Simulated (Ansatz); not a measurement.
**CH2 on TaN(001): molecular dynamics**

Aim: shoot the molecule at the surface and see whether it bounces, sticks or breaks. Runs: 290 steps of 0.5 fs at constant energy. The slab cell is 2×2, and the molecule starts well above it. It comes in with 1.5 eV at 40° from the normal, on a surface at rest.

Program: Ansatz 0.2.0. Level of theory: DFT PBE+D3(BJ), plane waves, PAW, scalar-relativistic, no spin polarisation. These are calculated values, not measurements.

## (1) The starting structure

The cell holds 19 atoms (CH2N8Ta8): a = 5.880 Å, b = 5.880 Å, c = 19.335 Å, α = 90.00°, β = 90.00°, γ = 120.00°.

Structure file:

```xyz
19
Lattice="5.8799 0.0000 0.0000 -2.9399 5.0921 0.0000 0.0000 0.0000 19.3353" Properties=species:S:1:pos:R:3 pbc="T T T"
Ta    0.0000    0.0000    2.4451
N     1.4700    0.8487    1.0000
Ta    0.0000    0.0000    5.3353
N     1.4700    0.8487    3.8902
Ta   -1.4700    2.5461    2.4451
N     0.0000    3.3948    1.0000
Ta   -1.4700    2.5461    5.3353
N     0.0000    3.3948    3.8902
Ta    2.9399    0.0000    2.4451
N     4.4099    0.8487    1.0000
Ta    2.9399    0.0000    5.3353
N     4.4099    0.8487    3.8902
Ta    1.4700    2.5461    2.4451
N     2.9399    3.3948    1.0000
Ta    1.4700    2.5461    5.3353
N     2.9399    3.3948    3.8902
C    -1.4501    4.2755    9.3080
H    -1.4466    3.3755    9.9080
H    -1.4537    5.1755    9.9080
```

## (2) Dynamics

290 steps of 0.5 fs at constant energy.

File input.yaml:

```yaml
accuracy: low
crystal:
  lattice:
    - [5.879884, 0.0, 0.0]
    - [-2.939942, 5.092129, 0.0]
    - [0.0, 0.0, 19.335263]
  atoms:
    - { symbol: Ta, position: [0.0, 0.0, 0.1264574] }
    - { symbol: "N", position: [0.3333333, 0.1666667, 0.051719] }
    - { symbol: Ta, position: [0.0, 0.0, 0.2759343] }
    - { symbol: "N", position: [0.3333333, 0.1666667, 0.2011959] }
    - { symbol: Ta, position: [0.0, 0.5, 0.1264574] }
    - { symbol: "N", position: [0.3333333, 0.6666667, 0.051719] }
    - { symbol: Ta, position: [0.0, 0.5, 0.2759343] }
    - { symbol: "N", position: [0.3333333, 0.6666667, 0.2011959] }
    - { symbol: Ta, position: [0.5, 0.0, 0.1264574] }
    - { symbol: "N", position: [0.8333333, 0.1666667, 0.051719] }
    - { symbol: Ta, position: [0.5, 0.0, 0.2759343] }
    - { symbol: "N", position: [0.8333333, 0.1666667, 0.2011959] }
    - { symbol: Ta, position: [0.5, 0.5, 0.1264574] }
    - { symbol: "N", position: [0.8333333, 0.6666667, 0.051719] }
    - { symbol: Ta, position: [0.5, 0.5, 0.2759343] }
    - { symbol: "N", position: [0.8333333, 0.6666667, 0.2011959] }
    - { symbol: C, position: [0.1731863, 0.8396302, 0.4813993] }
    - { symbol: H, position: [0.085412, 0.6628881, 0.5124307] }
    - { symbol: H, position: [0.2609607, 1.0163722, 0.5124307] }
basis:
  ecutwfc: 420.0
kpoints:
  mp_grid: { grid: [2, 2, 1] }
hamiltonian:
  xc: pbe
  dispersion: d3bj
scf:
  occupations: { method: fermi_dirac, width: 0.02 }
  lower_state_search: "off"
md:
  timestep: 0.5
  n_steps: 290
  ensemble: nve
  initial_velocities: zero
  seed: 428841
  initial_site_velocities:
    - { site: 16, velocity: [0.0292, 0.0, -0.034799] }
    - { site: 17, velocity: [0.0292, 0.0, -0.034799] }
    - { site: 18, velocity: [0.0292, 0.0, -0.034799] }
  constraints: [{ sites: [1, 5, 9, 13] }]
```

Run with:

```
ansatz run input.yaml --threads 2 --pin off --max-ram 5120MiB --backend cpu --events-out ev --progress --plain --runs-dir out
```

Q: Predict the outcome of this session. Wanted: lowest height of the centre of mass; shortest distance to a slab atom; temperature, first and last step; temperature, second half; potential energy, second half; largest change of the total energy; mean square displacement, second half.

The runs gave:

| quantity | value |
| --- | --- |
| lowest height of the centre of mass | 0.72 Å over the top layer's first level, at 145.0 fs |
| shortest distance to a slab atom | 1.54 Å |
| length | 290 steps of 0.5 fs |
| temperature, first and last step | 774 and 3226 K |
| temperature, second half | mean 3992 K, from 3182 to 4891 K |
| potential energy, second half | -329 meV/atom from the start |
| largest change of the total energy | 1.79 meV/atom |
| mean square displacement, second half | C 27.2, H 21.5, Ta 0.240, N 0.114 Å² |

In words: The molecule's centre of mass comes down from 4.06 Å to 0.72 Å and is still falling when the run ends, after it has broken. Its shortest distance to a slab atom is 1.54 Å. The total energy strays from its start by at most 1.79 meV/atom, 0.5 % of the mean kinetic energy, so a step of 0.5 fs is short enough over this time. Bonds change: the first event comes at 53.0 fs (C17–H19 breaks). The printed temperature only measures the kinetic energy here. Kinetic energy grows to 7.4 eV on average, more than the molecule brought: the slab or molecule was not relaxed and heats itself. Averages from a run of 145 fs with 19 atoms are rough. The nuclei move classically, without zero-point motion, which matters most for hydrogen. The settings are cheap ones for dynamics (low accuracy level or one k-point).
